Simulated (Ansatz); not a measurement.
**BClH₆Si₂: a ladder of functionals and wavefunction methods**

Aim: compute BClH₆Si₂ with functionals from several rungs and with coupled cluster. The yardstick is the atomisation energy at the CCSD(T) limit.

Computed with Ansatz 0.2.0, Gaussian basis. Level: functionals in def2-TZVPP, the program's frozen cores in correlated methods.

Plan: LDA (SPW92), PBE-D4, revPBE-D4, BLYP-D4, r2SCAN-D4, B97M-V, PBE0-D4, B3LYP-D4, r2SCANh-D4, r2SCAN0-D4, HSE06-D4, BHLYP-D4, CAM-B3LYP-D4, LC-ωPBE, ωB97X-V, ωB97M-V, B2PLYP, PBE-QIDH; CCSD(T)/def2-SVP; CCSD(T)/def2-TZVPP; MP2/def2-QZVPP; extrapolation to the limit; RPA on PBE.

### Step 1. Structure used throughout

An earlier PBE0-D4 in a triple-zeta def2 set relaxation fixed the geometry.

SMILES `B[SiH2][SiH2]Cl`, 10 atoms, charge 0, spin multiplicity 1.

Atoms are counted from 1 here; the program's logs count them from 0.

Bond lengths: B1–Si2 2.030 Å, B1–H5 1.195 Å, B1–H6 1.196 Å, Si2–Si3 2.324 Å, Si2–H7 1.488 Å, Si2–H8 1.489 Å, Si3–Cl4 2.142 Å, Si3–H9 1.485 Å, Si3–H10 1.485 Å. Angles: Si2–B1–H5 120.4°, Si2–B1–H6 117.0°, H5–B1–H6 118.4°, B1–Si2–Si3 87.4°, B1–Si2–H7 118.5°, B1–Si2–H8 117.9°, Si3–Si2–H7 112.5°, Si3–Si2–H8 109.8°, H7–Si2–H8 108.8°, Si2–Si3–Cl4 89.8°, Si2–Si3–H9 123.9°, Si2–Si3–H10 118.9°, Cl4–Si3–H9 105.6°, Cl4–Si3–H10 105.1°, H9–Si3–H10 108.6°.

### Step 2. LDA

This LDA is Slater exchange with PW92 correlation.

in.yaml

```yaml
crystal:
  periodic: [false, false, false]
  atoms:
    - {symbol: B, position_ang: [-1.262358, 0.908176, -0.146394]}
    - {symbol: Si, position_ang: [0.681987, 0.716890, -0.696163]}
    - {symbol: Si, position_ang: [0.741059, -1.226736, 0.576706]}
    - {symbol: Cl, position_ang: [-1.397951, -1.209498, 0.686031]}
    - {symbol: H, position_ang: [-2.132081, 0.834492, -0.962282]}
    - {symbol: H, position_ang: [-1.483501, 1.500975, 0.868652]}
    - {symbol: H, position_ang: [1.656672, 1.737394, -0.223922]}
    - {symbol: H, position_ang: [0.974811, 0.395704, -2.119885]}
    - {symbol: H, position_ang: [1.102441, -2.561076, 0.034174]}
    - {symbol: H, position_ang: [1.202021, -1.147421, 1.986181]}
basis:
  gaussian: {orbitals: def2-TZVPP}
hamiltonian: {xc: lda}
output: {orbitals: {seedname: orbitals}}
```

Run with:

```
$ ansatz run in.yaml --threads 2 --pin off --events-out ev --progress --plain --max-ram 4352MiB
```

Further steps of the session: PBE-D4 (GGA); revPBE-D4 (GGA); BLYP-D4 (GGA); r2SCAN-D4 (meta-GGA); B97M-V (meta-GGA); B3LYP-D4 (hybrid); r2SCANh-D4 (hybrid); r2SCAN0-D4 (hybrid); HSE06-D4 (hybrid); BHLYP-D4 (hybrid); CAM-B3LYP-D4 (range-separated); LC-ωPBE (range-separated); ωB97X-V (range-separated); ωB97M-V (range-separated); B2PLYP (double hybrid); PBE-QIDH (double hybrid); CCSD(T) in def2-SVP; CCSD(T) in def2-TZVPP; MP2 in def2-QZVPP; RPA on PBE orbitals.

**Question.** What will the summary of the whole plan be? Wanted: atomisation energy, CCSD(T)/CBS; farthest beyond LDA; mean size of error, GGA; mean size of error, meta-GGA; mean size of error, hybrid; mean size of error, range-separated; mean size of error, double hybrid; gap, smallest and largest; T1 diagnostic.

As calculated:

```
                               quantity                                                                    value
        atomisation energy, CCSD(T)/CBS                                                           713.6 kcal/mol
functionals within 3.6 kcal/mol (0.5 %)  PBE-D4, PBE0-D4, B3LYP-D4, r2SCAN0-D4, HSE06-D4, CAM-B3LYP-D4, PBE-QIDH
                    farthest beyond LDA                                                  B2PLYP (-10.8 kcal/mol)
                mean size of error, GGA                                                             6.4 kcal/mol
           mean size of error, meta-GGA                                                             7.5 kcal/mol
             mean size of error, hybrid                                                             2.1 kcal/mol
    mean size of error, range-separated                                                             4.9 kcal/mol
      mean size of error, double hybrid                                                             7.1 kcal/mol
              gap, smallest and largest                                4.18 eV (LDA (SPW92)), 11.09 eV (LC-ωPBE)
                          T1 diagnostic                                                                   0.0123
triples share of the correlation energy                                                                    4.0 %
```

What this shows: The LDA atomisation energy is off by 82.8 kcal/mol (12 %): it overbinds. PBE-D4 is off by +1.3 kcal/mol. Double hybrids carry the basis error of their MP2 part in triple zeta, and no dispersion term here, so their miss is partly the set-up's. By mean error the best rung here is hybrid (2.1 kcal/mol) and the worst beyond LDA is meta-GGA (7.5 kcal/mol). The reference freezes the cores and leaves out relativity and excitations past (T), so misses under about 3.6 kcal/mol can't be ranked. Hartree-Fock recovers 77 % of the binding; the rest is correlation. CCSD(T) in def2-SVP is off by -47.2 kcal/mol, worse than the median functional, from the basis alone. Orbital gaps span 4.2 to 11.1 eV; exact exchange widens them.
